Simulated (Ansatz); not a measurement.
I need a ladder of methods at one geometry of CH6O3Si, SMILES C[Si](O)(O)O. Use the Ansatz DFT code, driven from Python. Level of theory (for the species named): PBE, def2-SVP basis, multiplicity 1. The script varies functional: pbe, r2scan0, hf, r2scan.

```
atom    x (Å)    y (Å)    z (Å)
   C  -0.9310   1.0163   0.2532
  Si   0.2451  -0.2908  -0.0689
   O   0.2936  -1.3595   1.1715
   O   1.8525   0.3084  -0.2871
   O  -0.1132  -1.1729  -1.4369
   H  -0.7222   1.6460   1.1386
   H  -0.9888   1.7638  -0.5947
   H  -1.9470   0.6711   0.3739
   H   1.0175  -1.1374   1.8807
   H   2.0148   0.4561  -1.1884
   H  -0.6560  -1.9582  -1.2213
```

`run_methods.py`:
```python
# -*- coding: utf-8 -*-
"""CH6O3Si at several levels of theory."""

from pathlib import Path

import ansatz as az
import numpy as np


def main():
    geometry_ang = [
        ("C", (-0.931, 1.0163, 0.2532)),
        ("Si", (0.2451, -0.2908, -0.0689)),
        ("O", (0.2936, -1.3595, 1.1715)),
        ("O", (1.8525, 0.3084, -0.2871)),
        ("O", (-0.1132, -1.1729, -1.4369)),
        ("H", (-0.7222, 1.646, 1.1386)),
        ("H", (-0.9888, 1.7638, -0.5947)),
        ("H", (-1.947, 0.6711, 0.3739)),
        ("H", (1.0175, -1.1374, 1.8807)),
        ("H", (2.0148, 0.4561, -1.1884)),
        ("H", (-0.656, -1.9582, -1.2213)),
    ]
    mol = az.Crystal.molecule()
    for symbol, xyz in geometry_ang:
        mol = mol.atom(symbol, xyz)

    job = mol.calculation().basis(gaussian="def2-SVP")

    print("functional    E (Ha)        dipole (D)   HOMO (eV)  LUMO (eV)")
    for name in ["pbe", "r2scan0", "hf", "r2scan"]:
        report = job.functional(name).forces().orbitals().run(threads=1, runs_dir="runs").report
        lines = Path(report["orbitals_path"]).read_text().splitlines()
        field_of = lambda key: [line.split("=")[1].strip() for line in lines if line.startswith(key)]
        orbitals = [(27.211386 * float(e), s, float(n)) for e, s, n in zip(field_of("Ene="), field_of("Spin="), field_of("Occup="))]
        homo = max(e for e, _, n in orbitals if n > 0.5)
        lumo = min(e for e, _, n in orbitals if n < 0.5)
        dipole = 4.803205 * np.linalg.norm(report["charge_distribution"]["dipole_moment_e_ang"])
        print(f"{name:10s} {report['free_energy_ev'] / 27.211386246:14.6f} {dipole:9.3f} {homo:11.3f} {lumo:10.3f}")


if __name__ == "__main__":
    main()
```

Output of `python run_methods.py`:
```text
functional    E (Ha)        dipole (D)   HOMO (eV)  LUMO (eV)
pbe           -556.272759     1.081      -6.611      0.079
r2scan0       -556.524226     1.239      -8.820      1.486
hf            -554.727720     1.366     -12.715      4.083
r2scan        -556.563045     1.154      -7.118      0.784
```

Notes:
- Total energies depend on the basis set; only differences at equal settings carry meaning.
- The geometry is a force-field or estimated start, not a minimum of this method, and the basis set is short of its limit. A lower total doesn't mark the better method: functionals have no common bound, and MP2 and coupled cluster aren't variational.
- Levels such as HOMO and LUMO are orbital energies: with these approximate functionals they aren't the ionisation energy and electron affinity, and their gap isn't the fundamental gap.
- Finished in 20 s on 1 thread of Arm Neoverse V1, on a shared host, peak memory 0.29 GiB.
